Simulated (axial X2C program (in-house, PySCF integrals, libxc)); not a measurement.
# TlCl: bond curves with and without spin–orbit coupling

Aim: find the lowest determinant of TlCl, scan the bond at several levels and fit the constants, once spin-free and once with spin–orbit coupling.

The runs use an in-house X2C program for linear molecules on PySCF integrals; all-electron X2C, Tl dyall-cv4z, Cl dyall-av4z.

All values are calculated.

**1. The job**

Input file task.json:

```json
{
 "zs": [
  81,
  17
 ],
 "q": 0,
 "bas": [
  "dyall-cv4z",
  "dyall-av4z"
 ],
 "levels": [
  "PBE0",
  "HF",
  "TPSSh",
  "B97-3",
  "r2SCAN"
 ],
 "cc": true,
 "r0": 2.43,
 "thr": -2.0,
 "nmax": 180
}
```

Keys: zs atomic numbers; q charge; bas basis sets; levels methods (HF also brings MP2); cc coupled cluster on or off; r0 starting distance in Å; thr threshold in hartree for freezing inner shells (an s shell follows its p shell); nmax most natural virtual spinors.

Launch:

```sh
$ python so2c.py task.json out
```

Spin-free means the one-electron spin-free X2C Hamiltonian; two-component (2c) means X2C with spin–orbit coupling and atomic mean-field two-electron Coulomb and Gaunt terms. Basis: Tl dyall-cv4z contracted to [14s16p11d7f3g], Cl dyall-av4z contracted to [10s9p4d3f2g]; Gaussian nuclei, density fitting. Masses: Tl 204.974 u, Cl 34.969 u.

Notation: σ, π±, δ± give the projection m of an orbital's angular momentum (0, ±1, ±2), α and β its spin, Λ and M_S the sums; ω is the projection of a spinor's total angular momentum and Ω the sum. Logs are in hartree.

Further steps of the session: PBE0, spin-free; HF, spin-free; TPSSh, spin-free; B97-3, spin-free; r2SCAN, spin-free; Correlated methods, spin-free; PBE0, 2c; HF, 2c; TPSSh, 2c; B97-3, 2c; r2SCAN, 2c; Correlated methods, 2c.

Before running it: what results should come out? Wanted: for each run, Hamiltonian; Re; ωe; De; μ.

As calculated:

Lowest determinant that the search found at its distance, spin-free: M_S = 0, Λ = 0 (closed shell).

Lowest determinant that the search found at its distance, 2c: Ω = 0 (closed shell).

```csv
Hamiltonian,level,Re (Å),ωe (cm⁻¹),De (eV),μ (D)
spin-free,PBE0,2.506,277.1,4.40,-4.61
spin-free,HF,2.539,266.1,3.18,-5.12
spin-free,MP2,2.495,283.8,4.60,n/a
spin-free,CCSD,2.510,278.4,4.35,n/a
spin-free,CCSD(T),2.508,279.9,4.45,n/a
spin-free,TPSSh,2.521,272.9,4.45,-4.65
spin-free,B97-3,2.535,266.3,4.46,-4.89
spin-free,r2SCAN,2.509,278.3,4.49,-4.49
2c,PBE0,2.496,278.4,3.83,-4.39
2c,HF,2.527,268.2,2.49,-4.91
2c,MP2,2.486,285.1,3.99,n/a
2c,CCSD,2.501,279.8,3.70,n/a
2c,CCSD(T),2.499,281.1,3.81,n/a
2c,TPSSh,2.512,273.8,3.97,-4.44
2c,B97-3,2.525,267.7,3.81,-4.67
2c,r2SCAN,2.500,279.1,4.10,-4.28
```

Dipoles are positive if Cl is the positive end.

At CCSD(T), going from spin-free to two-component changes Re by -8 mÅ, ωe by +0.4 %, which is small (part of it comes from the scalar share of the two-electron terms). De moves by -0.64 eV; both De rest on single-determinant atoms, which can miss part of an open shell's spin–orbit lowering.

De refers to Tl + Cl, each in the lowest determinant found, which need not be this curve's own limit. Each curve is one determinant whose occupation by symmetry is held fixed; it was picked as the lowest of a PBE0 search that is not exhaustive. The closed shell is kept restricted; where the fragments are open shells, the energy then runs too high at long range. De is counted from the lowest determinant-based energies of the atoms at the same level, without counterpoise correction. CCSD and (T) use frozen natural virtuals with an MP2 correction for the truncation. The meta-GGAs lack a current-density term, which matters for open shells with orbital currents, atoms included.
